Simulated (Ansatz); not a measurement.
Task: a single point in a Gaussian basis of C₃H₂FNSe, SMILES Fc1ncc[se]1, with the Ansatz DFT code, driven from Python. Give the script and its output. Settings: r2SCAN, 6-31G* basis, multiplicity 1.

```yaml
atoms:
  - { symbol: F, position_ang: [2.8387, 0.0276, 0.1310] }
  - { symbol: C, position_ang: [1.4940, 0.1845, 0.0863] }
  - { symbol: N, position_ang: [0.6962, -0.8886, -0.0595] }
  - { symbol: C, position_ang: [-0.6389, -0.7321, -0.1038] }
  - { symbol: C, position_ang: [-1.1877, 0.5299, 0.0006] }
  - { symbol: Se, position_ang: [0.3375, 1.8106, 0.2005] }
  - { symbol: H, position_ang: [-1.2792, -1.5964, -0.2211] }
  - { symbol: H, position_ang: [-2.2606, 0.6645, -0.0341] }
```

Script `run_energy.py`:
```python
'''Electronic structure of the C3H2FNSe molecule.'''

from pathlib import Path

import ansatz

GEOMETRY = '''
F     2.83870    0.02760    0.13100
C     1.49400    0.18450    0.08630
N     0.69620   -0.88860   -0.05950
C    -0.63890   -0.73210   -0.10380
C    -1.18770    0.52990    0.00060
Se    0.33750    1.81060    0.20050
H    -1.27920   -1.59640   -0.22110
H    -2.26060    0.66450   -0.03410
'''


def main() -> None:
    system = ansatz.Crystal.molecule()
    for line in GEOMETRY.strip().splitlines():
        symbol, *xyz = line.split()
        system = system.atom(symbol, [float(v) for v in xyz])

    job = system.calculation().basis(gaussian='6-31G*').functional('r2SCAN').orbitals()
    print(job.to_yaml())
    result = job.run(threads=1, pin='off', runs_dir='c3h2fnse_runs')
    report = result.report

    print(f'E = {report["free_energy_ev"]:.6f} eV = {report["free_energy_ev"] / 27.211386246:.7f} Ha')
    print('converged:', report['converged'], ' doubts:', report['published_state_doubts'] or 'none')

    lines = Path(report['orbitals_path']).read_text().splitlines()
    field_of = lambda key: [line.split('=')[1].strip() for line in lines if line.startswith(key)]
    orbitals = [(27.211386 * float(e), s, float(n)) for e, s, n in zip(field_of('Ene='), field_of('Spin='), field_of('Occup='))]
    homo = max(e for e, _, n in orbitals if n > 0.5)
    lumo = min(e for e, _, n in orbitals if n < 0.5)
    for e, spin, n in sorted(orbitals):
        if homo - 10 < e < lumo + 5:
            print(f'{spin:6s} {e:10.3f} eV  occupation {n:.0f}')


if __name__ == '__main__':
    main()
```

```console
$ python run_energy.py
crystal:
  periodic: [false, false, false]
  atoms:
    - { symbol: F, position_ang: [2.8387, 0.0276, 0.131] }
    - { symbol: C, position_ang: [1.494, 0.1845, 0.0863] }
    - { symbol: "N", position_ang: [0.6962, -0.8886, -0.0595] }
    - { symbol: C, position_ang: [-0.6389, -0.7321, -0.1038] }
    - { symbol: C, position_ang: [-1.1877, 0.5299, 0.0006] }
    - { symbol: Se, position_ang: [0.3375, 1.8106, 0.2005] }
    - { symbol: H, position_ang: [-1.2792, -1.5964, -0.2211] }
    - { symbol: H, position_ang: [-2.2606, 0.6645, -0.0341] }
basis:
  gaussian:
    orbitals: "6-31G*"
hamiltonian:
  xc: r2scan
output:
  orbitals: {}

E = -72686.111824 eV = -2671.1653411 Ha
converged: True  doubts: none
Alpha     -15.012 eV  occupation 2
Alpha     -12.849 eV  occupation 2
Alpha     -12.424 eV  occupation 2
Alpha     -12.202 eV  occupation 2
Alpha     -11.950 eV  occupation 2
Alpha      -9.754 eV  occupation 2
Alpha      -9.703 eV  occupation 2
Alpha      -9.060 eV  occupation 2
Alpha      -6.931 eV  occupation 2
Alpha      -6.688 eV  occupation 2
Alpha      -6.163 eV  occupation 2
Alpha      -1.995 eV  occupation 0
Alpha      -1.625 eV  occupation 0
Alpha      -0.945 eV  occupation 0
Alpha       0.623 eV  occupation 0
Alpha       2.793 eV  occupation 0
```

Total energies depend on the basis set; only differences at equal settings carry meaning. The geometry is a force-field or estimated start, not a minimum of this method, and the basis set is short of its limit. Alpha marks a spatial orbital of a restricted run, filled by both spins. Levels such as HOMO and LUMO are orbital energies: with these approximate functionals they aren't the ionisation energy and electron affinity, and their gap isn't the fundamental gap. Run time: 7.9 s on 1 thread of Arm Neoverse V1 (shared host), peak memory 0.23 GiB.
